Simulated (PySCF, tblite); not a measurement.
# C₃H₆ClOSi radical: geometry, infrared bands and EPR parameters

Aim: predict the infrared bands and EPR parameters of C₃H₆ClOSi radical (`C=C(Cl)[C](O)[SiH3]`).

Programs: tblite 0.8.0 and PySCF 2.14.0, with density-fitted response routines of our own. Each step states its level of theory. These are calculated values for one molecule in the gas phase, unless marked as measured. Atoms count from 0, in the outputs and in this text.

### Step 1. Starting geometry

12 atoms, charge 0, multiplicity 2; geometry from: force field or distance geometry start.

Bonds of the start (Å): C0–C1 1.34, C1–Cl2 1.73, C1–C3 1.45, C3–O4 1.38, C3–Si5 1.83, C0–H6 1.09, C0–H7 1.08, O4–H8 0.97, Si5–H9 1.49, Si5–H10 1.49, Si5–H11 1.48.

### Step 2. Relaxing the molecule with GFN2-xTB

The job: settings as JSON, then the geometry in Å.

```
{"job": {"kind": "relax", "xc": "GFN2-xTB", "basis": "xTB"}, "charge": 0, "multiplicity": 2}
C     -1.645100    -0.852900    -0.302300
C     -1.026000     0.335800    -0.338300
Cl    -1.865900     1.675500    -1.030700
C      0.294200     0.619000     0.199700
O      0.535700     1.905300     0.646600
Si     1.660500    -0.597700     0.211900
H     -2.649600    -0.959300    -0.722900
H     -1.216900    -1.733900     0.150800
H     -0.234600     2.480600     0.513500
H      1.263100    -1.823500     0.961900
H      2.882000    -0.043800     0.855600
H      2.003800    -1.005800    -1.171900
```

Run with:

```
$ OMP_NUM_THREADS=1 python probes_run.py task.json out
```

One launch serves the whole session: the jobs run in the order shown.

**Question.** This job is followed by: GFN2-xTB harmonic vibrations, gas phase; UKS B3LYP, pcH-1 on C Cl H O Si, non-relativistic, mean-field spin-orbit, GIAO. Predict these results of the whole session: strongest single infrared mode (GFN2-xTB); zero-point energy (GFN2-xTB); g(iso) (B3LYP); ⟨S²⟩; largest a(iso) (averaged by class); surface potential, 1st and 99th percentile.

The runs gave:

```
                                 quantity                 value
strongest single infrared mode (GFN2-xTB)  792 cm⁻¹, 371 km/mol
             zero-point energy (GFN2-xTB)         46.7 kcal/mol
                           g(iso) (B3LYP)               2.00284
                                     ⟨S²⟩    0.773 (exact 0.75)
       largest a(iso) (averaged by class)   13C on C3, 50.2 MHz
    surface potential, 1st and 99th percentile    -1.00 V and 1.63 V
```

What this shows: Over 49 steps the energy fell by 0.293 eV; of the close pairs, C1–C3 changed most, 1.453 to 1.394 Å. No mode is imaginary among the 30: a minimum at this level. The strongest single mode, at 792 cm⁻¹, moves mainly H9 and H11. GFN2-xTB is a fitted tight-binding method: band positions and strengths are rough. Its intensities can rank the bands wrongly. The largest spin populations lie on C0 (0.60 e), C3 (0.54 e). The isotropic g lies 0.5 ppt above the free-electron value.
